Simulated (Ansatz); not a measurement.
Task: vertical and adiabatic energies of changing the electron count of FGeHS, SMILES [F][Ge][SH], with Ansatz 0.2.0 through its Python package. Give the script and its output. Use (for the species named): PBE, def2-SVP basis, multiplicity 1.

```yaml
atoms:
  - { symbol: F, position_ang: [-1.9974, 0.4780, 0.7464] }
  - { symbol: Ge, position_ang: [-0.3884, -0.0247, 0.8991] }
  - { symbol: S, position_ang: [0.5598, -0.0311, -1.1083] }
  - { symbol: H, position_ang: [1.8816, -0.4825, -0.5574] }
```

`fgehs.py`
```python
import ansatz
import numpy as np

BASIS_SET = 'def2-SVP'
XC = 'pbe'
NET_CHARGE = 1

GEOMETRY = '''
F    -1.99740    0.47800    0.74640
Ge   -0.38840   -0.02470    0.89910
S     0.55980   -0.03110   -1.10830
H     1.88160   -0.48250   -0.55740
'''


def main() -> None:
    fgehs = ansatz.Crystal.molecule()
    for line in GEOMETRY.strip().splitlines():
        symbol, *xyz = line.split()
        fgehs = fgehs.atom(symbol, [float(v) for v in xyz])

    model = fgehs.calculation()
    model = model.basis(gaussian=BASIS_SET).functional(XC)
    symbols = [site.symbol for site in fgehs.cartesian_sites]
    start = np.array([site.position_ang for site in fgehs.cartesian_sites], dtype=float)
    report = model.relax(force_tolerance=0.01).run(threads=1, pin='off').report
    end = np.array(report['positions_ang'])

    minimum = ansatz.Crystal.molecule()
    for symbol, place in zip(symbols, end):
        minimum = minimum.atom(symbol, place.tolist())
    ion = (
        minimum.calculation()
        .basis(gaussian=BASIS_SET)
        .functional(XC)
        .charge(NET_CHARGE)
        .spin('collinear', total=1)
    )
    vertical = ion.run(threads=1, pin='off').report
    settled = ion.relax(force_tolerance=0.01, max_steps=80).run(threads=1, pin='off').report
    print(f'vertical ionisation energy   {vertical["free_energy_ev"] - report["free_energy_ev"]:.3f} eV')
    print(f'adiabatic, no zero point     {settled["free_energy_ev"] - report["free_energy_ev"]:.3f} eV')
    print(f'relaxation energy of the ion {vertical["free_energy_ev"] - settled["free_energy_ev"]:.3f} eV')
    ionised = np.array(settled['positions_ang'])
    print('final positions (A) and the move of each atom')
    for symbol, xyz, old in zip(symbols, ionised, end):
        print(f'{symbol:2s} {xyz[0]:10.5f} {xyz[1]:10.5f} {xyz[2]:10.5f}   {np.linalg.norm(xyz - old):7.4f}')


if __name__ == '__main__':
    main()
```

Running `python fgehs.py` prints:
```text
vertical ionisation energy   9.688 eV
adiabatic, no zero point     9.530 eV
relaxation energy of the ion 0.157 eV
final positions (A) and the move of each atom
F    -2.02591    0.47892    0.76780    0.1859
Ge   -0.38159   -0.01996    0.88390    0.1787
S     0.62934   -0.04810   -1.08995    0.0870
H     1.83375   -0.47115   -0.58195    0.0755
```

The energies are electronic: no zero-point or thermal terms, and the basis set is short of its limit. The product may relax into another structure. Each relaxation finds its nearest minimum, which needn't be the lowest. Wall time of the script: 39 s on 1 thread of Arm Neoverse V1, with other jobs on the host, peak memory 0.23 GiB.
